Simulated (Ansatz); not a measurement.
# RbV2: the cost of one run

Method: DFT PBE, scalar-relativistic, plane waves, PAW, in Ansatz 0.2.0.

## (1) The starting structure

The structure is hexagonal, space group P6/mmm (No. 191). The conventional cell has a = 4.062 Å, b = 4.062 Å, c = 4.386 Å, α = 90.00°, β = 90.00°, γ = 120.00°. Rb (site symmetry 6/mmm) is surrounded by 12 V at 3.21 Å. Around V (site symmetry -6m2) lie 3 V at 2.35 Å.

Structure file:

```cif
data_structure
_symmetry_space_group_name_H-M 'P 1'
_symmetry_Int_Tables_number 1
_cell_length_a 4.0621
_cell_length_b 4.0621
_cell_length_c 4.3859
_cell_angle_alpha 90.000
_cell_angle_beta 90.000
_cell_angle_gamma 120.000
_cell_volume 62.67
loop_
_atom_site_label
_atom_site_type_symbol
_atom_site_fract_x
_atom_site_fract_y
_atom_site_fract_z
_atom_site_occupancy
Rb1 Rb 0.00000 0.00000 0.00000 1
V1 V 0.33333 0.66667 0.50000 1
V2 V 0.66667 0.33333 0.50000 1
```

This is candidate A: AlB2 type (P6/mmm, No. 191).

(A quick probe on a coarse mesh, which set the mesh and smearing, is not shown.)

## (3) Rough relaxation on the coarse mesh (candidate A)

The input, input.yaml:

```yaml
crystal:
  lattice:
    - [4.0620602503, 0.0, 0.0]
    - [-2.0310301252, 3.5178473685, 0.0]
    - [0.0, 0.0, 4.385945453]
  atoms:
    - { symbol: Rb, position: [0.0, 0.0, 0.0] }
    - { symbol: V, position: [0.3333333333, 0.6666666667, 0.5] }
    - { symbol: V, position: [0.6666666667, 0.3333333333, 0.5] }
basis:
  ecutwfc: 420
kpoints:
  mp_grid: { grid: [6, 6, 4] }
hamiltonian:
  xc: pbe
scf:
  occupations: { method: gaussian, width: 0.1 }
  lower_state_search: "off"
output:
  forces: true
  stress: true
  eigenvalues: true
relax:
  adjacent_minimum: "off"
  f_tol: 0.04
  max_steps: 70
  cell: { stress_tol: 0.4 }
```

Launch:

```
> ansatz run input.yaml --threads 1 --pin off --max-ram 2560MiB --backend cpu --events-out ev --progress --plain --runs-dir out
```

Q: Estimate wall time and peak memory on 1 thread of Intel Xeon 6975P-C (Granite Rapids), shared host.

About 19 s, with a peak of 0.4 GiB.
